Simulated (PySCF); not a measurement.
# SiH₄Se: NMR shieldings

What do calculations give for the NMR shieldings of SiH₄Se (`[SiH3][SeH]`)?

Computed with PySCF 2.14.0 and routines of our own; the level stands in each step. Atoms count from 0.

## 1. The starting structure

6 atoms, charge 0, multiplicity 1; geometry from: GFN2-xTB.

## 2. Relaxing the molecule at PBE0-D3(BJ)/def2-SVP

Job settings and geometry (Å):

```
{"job": {"xc": "PBE0", "basis": "def2-SVP", "d3": "d3bj", "grid": 1, "maxiter": 30, "shake": 0.01, "kind": "geom"}, "charge": 0, "multiplicity": 1}
Si    -0.600460    -0.036060    -0.055900
Se     1.543050    -0.646000    -0.386730
H     -0.928020    -0.097640     1.358730
H     -0.743350     1.357660    -0.549930
H     -1.378970    -0.982210    -0.853700
H      2.131920     0.374230     0.442870
```

Run with:

```console
OMP_NUM_THREADS=1 python heavy_run.py task.json out
```

The driver reads the jobs from task.json and runs them one after another.

The program printed:

```text
step   0  E = -2692.66700008  max force = 0.017204
step   1  E = -2692.66919075  max force = 0.007394
step   2  E = -2692.66945808  max force = 0.000882
step   3  E = -2692.66946430  max force = 0.000266
optimisation converged
```

It took 5.8 s on 1 thread of Arm Neoverse V1, shared host; peak memory 0.31 GiB.

Step by step:

```tsv
step	energy from step 0 (eV)	largest force component (eV/Å)
0	0.0000	0.8847
1	-0.0596	0.3802
2	-0.0669	0.0454
3	-0.0671	0.0137
```

Close pairs (by a distance rule), those that changed most:

```tsv
bond	before (Å)	after (Å)	change (Å)
Si0–H2	1.453	1.493	+0.040
Si0–Se1	2.253	2.285	+0.032
Se1–H5	1.441	1.472	+0.031
Si0–H4	1.462	1.491	+0.029
Si0–H3	1.486	1.493	+0.007
```

The final coordinates are the input of the step that follows.

```tsv
at the end point	value
point group (found at 0.08 Å tolerance)	Cs
rotational constants (GHz, main isotopes)	62.257, 4.018, 3.949
dipole moment (D)	0.98
```

## 3. NMR shieldings: PBE0/pcSseg-1 Se:us-x2c-TZVPall-2c, spin–orbit

Job settings and geometry (Å):

```
{"job": {"kind": "hnmr", "xc": "PBE0", "basis": {"default": "pcSseg-1", "Se": "us-x2c-TZVPall-2c"}, "rel": "so"}, "charge": 0, "multiplicity": 1}
Si    -0.549554     0.012865     0.048849
Se     1.602954    -0.655441    -0.324738
H     -0.913278    -0.069566     1.494445
H     -0.786245     1.407493    -0.428543
H     -1.385036    -0.938515    -0.738170
H      2.168208     0.396585     0.535223
```

With the program's defaults for keys left out, this is: PBE0/pcSseg-1 Se:us-x2c-TZVPall-2c GIAO NMR shielding, X2C with spin-orbit coupling, screened-nuclear two-electron part, Gaussian nuclei, gas phase.

The program printed:

```text
spin-free SCF
coarse grid: 23632 points
cycle   1  E = -2721.9123855332  dE = -1.819e-01  |g| = 2.380e-01  |ddm| = 2.193e+00
cycle   2  E = -2721.9145960477  dE = -2.211e-03  |g| = 1.616e-01  |ddm| = 4.216e-01
cycle   3  E = -2721.9225152177  dE = -7.919e-03  |g| = 6.677e-02  |ddm| = 2.496e-01
cycle   4  E = -2721.9233424454  dE = -8.272e-04  |g| = 1.008e-02  |ddm| = 5.381e-02
cycle   5  E = -2721.9233477176  dE = -5.272e-06  |g| = 1.575e-03  |ddm| = 5.616e-03
final grid: 46488 points
cycle   6  E = -2721.9233078067  dE = -2.369e-07  |g| = 1.483e-03  |ddm| = 2.625e-03
cycle   7  E = -2721.9233078722  dE = -6.548e-08  |g| = 1.446e-03  |ddm| = 1.995e-03
cycle   8  E = -2721.9233081785  dE = -3.064e-07  |g| = 4.803e-05  |ddm| = 9.061e-04
cycle   9  E = -2721.9233081792  dE = -6.658e-10  |g| = 1.317e-05  |ddm| = 6.302e-05
converged SCF energy = -2721.9233081792
two-component SCF
cycle   1  E = -2721.8688493260  dE = -2.722e+03  |FDS-SDF| = 8.048e+00
cycle   2  E = -2721.9856994394  dE = -1.169e-01  |FDS-SDF| = 8.542e-02
cycle   3  E = -2721.9857923549  dE = -9.292e-05  |FDS-SDF| = 2.616e-03
cycle   4  E = -2721.9857973644  dE = -5.010e-06  |FDS-SDF| = 1.034e-03
cycle   5  E = -2721.9857979003  dE = -5.358e-07  |FDS-SDF| = 6.135e-04
cycle   6  E = -2721.9857980546  dE = -1.543e-07  |FDS-SDF| = 9.289e-05
cycle   7  E = -2721.9857980609  dE = -6.327e-09  |FDS-SDF| = 2.639e-05
converged, E = -2721.9857980609

Field gradients (au) and densities at the nuclei (bohr^-3)
atom        Vxx        Vyy        Vzz        centre      nuclear mean
  0 Si    -0.2386    -0.2532     0.4919       1576.166       1576.147
  1 Se     1.1138     3.8997    -5.0135      35311.209      35287.364
  2 H     -0.0689    -0.0704     0.1392          0.356          0.356
  3 H     -0.0689    -0.0703     0.1392          0.356          0.356
  4 H     -0.0686    -0.0719     0.1405          0.355          0.355
  5 H     -0.0830    -0.1072     0.1902          0.322          0.322
without picture change
  1 Se                          -5.1698                     53190.629

Core orbital energies (eV)
atom   shell        mean    spread
  0 Si 1s        -1807.963   0.000
  0 Si 2s         -146.387   0.000
  0 Si 3s          -16.547   0.000
  0 Si 2p1/2      -100.886   0.000
  0 Si 2p3/2      -100.244   0.038
  1 Se 1s       -12552.234   0.000
  1 Se 2s        -1628.309   0.000
  1 Se 3s         -222.030   0.000
  1 Se 4s          -20.209   0.000
  1 Se 2p1/2     -1459.024   0.000
  1 Se 2p3/2     -1417.476   0.047
  1 Se 3p1/2      -163.743   0.000
  1 Se 3p3/2      -157.787   0.160
  1 Se 3d3/2       -57.322   0.197
  1 Se 3d5/2       -56.445   0.252

Shielding tensors (ppm)
atom      isotropic    diamagn.    paramagn.     s11        s22        s33       span
  0 Si      407.08      863.82     -456.74     370.73     404.24     446.27      75.54
  1 Se     2530.90     2875.95     -345.05    2219.10    2455.24    2918.37     699.27
  2 H        26.72       27.74       -1.01      23.34      24.07      32.76       9.42
  3 H        26.73       27.78       -1.05      23.35      24.07      32.76       9.41
  4 H        26.82       27.74       -0.92      23.88      24.19      32.38       8.50
  5 H        34.09       28.97        5.12      24.66      32.07      45.56      20.90
```

Run time: 23 s. Hardware: 1 thread of Arm Neoverse V1, shared host; peak memory 0.81 GiB.

From this job:

```tsv
quantity	value
energy from spin-orbit coupling	-0.0625 Eh
```

## 4. NMR shieldings: PBE0/pcSseg-1 Se:us-x2c-TZVPall-2c, spin-free

Job settings and geometry (Å):

```
{"job": {"kind": "hnmr", "xc": "PBE0", "basis": {"default": "pcSseg-1", "Se": "us-x2c-TZVPall-2c"}, "rel": "sf"}, "charge": 0, "multiplicity": 1}
Si    -0.549554     0.012865     0.048849
Se     1.602954    -0.655441    -0.324738
H     -0.913278    -0.069566     1.494445
H     -0.786245     1.407493    -0.428543
H     -1.385036    -0.938515    -0.738170
H      2.168208     0.396585     0.535223
```

Method: PBE0/pcSseg-1 Se:us-x2c-TZVPall-2c GIAO NMR shielding, spin-free X2C, Gaussian nuclei, gas phase.

The program printed:

```text
spin-free SCF
coarse grid: 23632 points
cycle   1  E = -2721.9123855332  dE = -1.819e-01  |g| = 2.380e-01  |ddm| = 2.193e+00
cycle   2  E = -2721.9145960477  dE = -2.211e-03  |g| = 1.616e-01  |ddm| = 4.216e-01
cycle   3  E = -2721.9225152177  dE = -7.919e-03  |g| = 6.677e-02  |ddm| = 2.496e-01
cycle   4  E = -2721.9233424454  dE = -8.272e-04  |g| = 1.008e-02  |ddm| = 5.381e-02
cycle   5  E = -2721.9233477176  dE = -5.272e-06  |g| = 1.575e-03  |ddm| = 5.616e-03
final grid: 46488 points
cycle   6  E = -2721.9233078067  dE = -2.369e-07  |g| = 1.483e-03  |ddm| = 2.625e-03
cycle   7  E = -2721.9233078722  dE = -6.548e-08  |g| = 1.446e-03  |ddm| = 1.995e-03
cycle   8  E = -2721.9233081785  dE = -3.064e-07  |g| = 4.803e-05  |ddm| = 9.061e-04
cycle   9  E = -2721.9233081792  dE = -6.658e-10  |g| = 1.317e-05  |ddm| = 6.302e-05
converged SCF energy = -2721.9233081792
check of the scalar solution
cycle   1  E = -2721.9233081792  dE = -2.722e+03  |FDS-SDF| = 1.317e-05
cycle   2  E = -2721.9233081792  dE = -2.274e-11  |FDS-SDF| = 1.230e-05
converged, E = -2721.9233081792

Field gradients (au) and densities at the nuclei (bohr^-3)
atom        Vxx        Vyy        Vzz        centre      nuclear mean
  0 Si    -0.2388    -0.2535     0.4923       1576.169       1576.150
  1 Se     1.1132     3.9012    -5.0144      35309.009      35285.163
  2 H     -0.0689    -0.0704     0.1392          0.356          0.356
  3 H     -0.0689    -0.0703     0.1392          0.356          0.356
  4 H     -0.0686    -0.0719     0.1405          0.355          0.355
  5 H     -0.0830    -0.1072     0.1902          0.322          0.322
without picture change
  1 Se                          -5.1707                     53191.065

Core orbital energies (eV)
atom   shell        mean    spread
  0 Si 1s        -1807.964   0.000
  0 Si 2s         -146.388   0.000
  0 Si 3s          -16.547   0.000
  0 Si 2p         -100.459   0.062
  1 Se 1s       -12552.406   0.000
  1 Se 2s        -1628.340   0.000
  1 Se 3s         -222.037   0.000
  1 Se 4s          -20.210   0.000
  1 Se 2p        -1431.118   0.078
  1 Se 3p         -159.742   0.267
  1 Se 3d          -56.799   0.282

Shielding tensors (ppm)
atom      isotropic    diamagn.    paramagn.     s11        s22        s33       span
  0 Si      404.21      873.82     -469.61     353.53     403.87     455.24     101.72
  1 Se     2265.55     3012.90     -747.36    1979.35    2139.83    2677.46     698.10
  2 H        26.47       27.75       -1.27      22.23      24.46      32.73      10.50
  3 H        26.47       27.79       -1.32      22.21      24.47      32.74      10.52
  4 H        26.70       27.76       -1.07      23.26      24.36      32.46       9.20
  5 H        31.04       28.91        2.12      21.36      25.90      45.84      24.48
```

Run time: 7 s. Hardware: 1 thread of Arm Neoverse V1, shared host; peak memory 0.62 GiB.

## 5. Shieldings side by side

```tsv
run	Se1	H5	Si0	H3	H2	H4	time
step 3, PBE0/pcSseg-1 Se:us-x2c-TZVPall-2c, spin–orbit	2530.9	34.1	407.1	26.7	26.7	26.8	23 s
step 4, PBE0/pcSseg-1 Se:us-x2c-TZVPall-2c, spin-free	2265.5	31.0	404.2	26.5	26.5	26.7	7 s
```

## 6. Results

```
                                                                                quantity                                                          value
                                                                             point group                                                             Cs
                                                    rotational constants (main isotopes)                                          62.26, 4.02, 3.95 GHz
energy from spin-orbit coupling (step 3, PBE0/pcSseg-1 Se:us-x2c-TZVPall-2c, spin–orbit)                                                     -0.0625 Eh
                     shieldings (step 3, PBE0/pcSseg-1 Se:us-x2c-TZVPall-2c, spin–orbit)  Si0 407.1, Se1 2530.9, H2 26.7, H3 26.7, H4 26.8, H5 34.1 ppm
                      shieldings (step 4, PBE0/pcSseg-1 Se:us-x2c-TZVPall-2c, spin-free)  Si0 404.2, Se1 2265.5, H2 26.5, H3 26.5, H4 26.7, H5 31.0 ppm
```

In words: Over 3 steps the energy fell by 0.067 eV; of the close pairs, Si0–H2 changed most, 1.453 to 1.493 Å. In step 3, Se1 has the widest tensor, 699 ppm. Se1 moves most between the runs, by 265 ppm; the labels say what changes from run to run.
